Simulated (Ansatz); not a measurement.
Write a Python script for Ansatz's Python interface that makes a single point in a Gaussian basis of CH₃Br, SMILES CBr. Use: wB97, def2-SVPD basis, multiplicity 1.

```xyz
5

C    -0.1064    0.1245    0.0889
Br    1.0022   -1.1670   -0.8347
H     0.5152    0.9748    0.3522
H    -0.5062   -0.3536    0.9777
H    -0.9048    0.4213   -0.5840
```

The script, `ch3br.py`:
```python
import warnings

import ansatz as az

BASIS_SET = "def2-SVPD"

warnings.simplefilter("ignore", az.DeckWarning)

mol = (
    az.Crystal.molecule()
    .atom("C", (-0.10636, 0.12454, 0.08889))
    .atom("Br", (1.00217, -1.16702, -0.83472))
    .atom("H", (0.51517, 0.97479, 0.35215))
    .atom("H", (-0.5062, -0.35363, 0.9777))
    .atom("H", (-0.90479, 0.42131, -0.58401))
)

calculation = mol.calculation()
calculation = calculation.basis(gaussian=BASIS_SET)
calculation = calculation.functional(az.LibraryFunctional("wB97"))
done = calculation.run()
summary = done.report

for key in ("converged", "free_energy_ev", "reference_energy_ev", "n_frozen", "n_occupied", "n_virtual"):
    print(f"{key:22s} {summary[key]}")

state = summary["mean_field"]["state"]
print(f"mean field: {state['energy']['hartree']:.7f} Ha, <S^2> = {abs(state['spin_squared']):.4f}, stability: {state.get('stability', {}).get('kind')}")
```

Output of `python ch3br.py`:
```text
converged              True
free_energy_ev         -71127.00294443194
reference_energy_ev    -71127.00294443194
n_frozen               0
n_occupied             [22, 22]
n_virtual              [63, 63]
mean field: -2613.8691466 Ha, <S^2> = 0.0000, stability: minimum
```

What to keep in mind:
- Total energies depend on the basis set; only differences at equal settings carry meaning.
- The geometry is a force-field or estimated start, not a minimum of this method, and the basis set is short of its limit.
- Wall time of the script: 4 s on 1 thread of Intel(R) Xeon(R) Platinum 8488C (Sapphire Rapids) (shared host), peak memory 0.21 GiB.

(Lines on the test bed's own set-up are left out of the output.)
